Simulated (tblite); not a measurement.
# C6H13BN2: the cost of one run

The runs use tblite 0.8.0 and PySCF 2.14.0, with density-fitted response routines of our own; the level of theory stands in each step. All values are computed, except where a source is named. Atoms are numbered from 0 throughout.

### Step 1. The starting structure

22 atoms, charge 0, multiplicity 1; geometry from: force field or distance geometry start.

Bonds of the start (Å): C0–N1 1.42, N1–C2 1.43, N1–B3 1.53, B3–C4 1.57, C4–C5 1.44, C5–N6 1.28, C4–C7 1.32, C7–C8 1.49, C8–N1 1.46, C0–H9 1.11, C0–H10 1.12, C0–H11 1.12, C2–H12 1.10, C2–H13 1.11, C2–H14 1.14, B3–H15 1.19, B3–H16 1.18, C5–H17 1.07, N6–H18 1.02, C7–H19 1.10, C8–H20 1.12, C8–H21 1.10.

### Step 2. Geometry optimisation with GFN2-xTB

Job settings and geometry (Å):

```
{"job": {"kind": "relax", "xc": "GFN2-xTB", "basis": "xTB"}, "charge": 0, "multiplicity": 1}
C     -1.188900     1.273500    -0.433400
N     -0.913100    -0.082200    -0.092900
C     -1.961100    -0.925800    -0.591700
B      0.427100    -0.551600    -0.675600
C      1.426700     0.007400     0.399300
C      2.823500     0.335900     0.241200
N      3.432300     0.180300    -0.870000
C      0.759900     0.160800     1.528100
C     -0.652200    -0.275000     1.332700
H     -1.265400     1.381400    -1.531600
H     -0.360800     1.937600    -0.087000
H     -2.148900     1.643700     0.020600
H     -1.667600    -1.988300    -0.590000
H     -2.868400    -0.739600     0.021100
H     -2.188800    -0.527700    -1.633300
H      0.372100    -1.738300    -0.674100
H      0.615700    -0.097400    -1.752400
H      3.374800     0.716200     1.081300
H      2.917900    -0.188800    -1.673600
H      1.155700     0.536500     2.484000
H     -1.357500     0.318200     1.962800
H     -0.743400    -1.357500     1.533500
```

On the command line:

```sh
$ OMP_NUM_THREADS=1 python probes_run.py task.json out
```

The driver reads the jobs from task.json and runs them one after another.

Q: Estimate the wall time of this first job on 1 thread of Intel Xeon at 2.50GHz, shared host.

About 2 s.
